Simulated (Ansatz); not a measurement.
**C₂H₅FSSi: a ladder of functionals and wavefunction methods**

An exercise on one series of results from a longer session: the logs are not shown, and one member is left open.

The runs use Ansatz 0.2.0, Gaussian basis; functionals in def2-TZVPP, the program's frozen cores in correlated methods.

The runs, in order: LDA (SPW92), PBE-D4, revPBE-D4, BLYP-D4, r2SCAN-D4, B97M-V, PBE0-D4, B3LYP-D4, r2SCANh-D4, r2SCAN0-D4, HSE06-D4, BHLYP-D4, CAM-B3LYP-D4, LC-ωPBE, ωB97X-V, ωB97M-V, B2PLYP, PBE-QIDH; CCSD(T)/def2-SVP; CCSD(T)/def2-TZVPP; MP2/def2-QZVPP; extrapolation to the limit; RPA on PBE.

## The relaxed structure

All runs share one geometry, relaxed beforehand with PBE0-D4 in a triple-zeta def2 set.

10 atoms, charge 0, spin multiplicity 1.

Atoms are counted from 1 here; the program's logs count them from 0.

Bond lengths: F1–Si2 1.594 Å, Si2–S3 2.104 Å, Si2–C4 1.814 Å, Si2–C5 1.816 Å, S3–H6 1.345 Å, C4–C5 1.586 Å, C4–H7 1.086 Å, C4–H8 1.085 Å, C5–H9 1.086 Å, C5–H10 1.085 Å. Angles: F1–Si2–S3 112.0°, F1–Si2–C4 119.5°, F1–Si2–C5 117.9°, S3–Si2–C4 119.5°, S3–Si2–C5 123.8°, C4–Si2–C5 51.8°, Si2–S3–H6 94.6°, Si2–C4–C5 64.2°, Si2–C4–H7 119.6°, Si2–C4–H8 121.3°, C5–C4–H7 114.7°, C5–C4–H8 115.8°, H7–C4–H8 112.4°, Si2–C5–C4 64.0°, Si2–C5–H9 120.0°, Si2–C5–H10 120.7°, C4–C5–H9 114.8°, C4–C5–H10 115.6° and more.

Set-up of the first run:

Input file in.yaml:

```yaml
crystal:
  periodic: [false, false, false]
  atoms:
    - {symbol: F, position_ang: [-1.064599, -0.948601, 1.695847]}
    - {symbol: Si, position_ang: [0.019433, -0.446798, 0.640437]}
    - {symbol: S, position_ang: [1.980217, -0.925779, 1.235495]}
    - {symbol: C, position_ang: [-0.398431, -0.421594, -1.124379]}
    - {symbol: C, position_ang: [-0.400630, 0.985968, -0.393327]}
    - {symbol: H, position_ang: [1.971266, -0.107210, 2.303088]}
    - {symbol: H, position_ang: [-1.376068, -0.764691, -1.449769]}
    - {symbol: H, position_ang: [0.362326, -0.556664, -1.886266]}
    - {symbol: H, position_ang: [-1.377494, 1.451942, -0.303927]}
    - {symbol: H, position_ang: [0.367180, 1.682128, -0.714298]}
basis:
  gaussian: {orbitals: def2-TZVPP}
hamiltonian: {xc: lda}
output: {orbitals: {seedname: orbitals}}
```

Among the steps run: LDA; PBE-D4 (GGA); revPBE-D4 (GGA); BLYP-D4 (GGA); r2SCAN-D4 (meta-GGA); B97M-V (meta-GGA); PBE0-D4 (hybrid); B3LYP-D4 (hybrid); r2SCANh-D4 (hybrid); r2SCAN0-D4 (hybrid); HSE06-D4 (hybrid); BHLYP-D4 (hybrid); CAM-B3LYP-D4 (range-separated); LC-ωPBE (range-separated); ωB97X-V (range-separated); ωB97M-V (range-separated); B2PLYP (double hybrid); PBE-QIDH (double hybrid).

One table of the session follows, with a row left open; its other results are not shown here.

It belongs to the step «Orbital energies across the functionals». 

```
  functional  HOMO (eV)  gap (eV)
 LDA (SPW92)      -6.12      5.18
      PBE-D4      -5.98      5.25
   revPBE-D4      -5.93      5.26
     BLYP-D4          ?         ?
   r2SCAN-D4      -6.21      5.78
      B97M-V      -6.24      5.71
     PBE0-D4      -7.20      7.39
    B3LYP-D4      -6.99      6.88
  r2SCANh-D4      -6.66      6.57
  r2SCAN0-D4      -7.35      7.76
    HSE06-D4      -6.80      6.61
    BHLYP-D4      -8.32      9.32
CAM-B3LYP-D4      -8.55      9.68
     LC-ωPBE      -9.89     12.32
     ωB97X-V      -9.53     11.77
     ωB97M-V      -9.38     11.29
```

Estimate the missing values for BLYP-D4.

Worked estimate for «HOMO (eV)». Against the share of exact exchange, B3LYP-D4 (0.2, -6.99), BHLYP-D4 (0.5, -8.32) give a slope of -4.43 per unit share; at 0 the line stands at -6.10.

The run gave: HOMO (eV): -5.86; gap (eV): 5.18. In «HOMO (eV)» the line misses by -0.24.
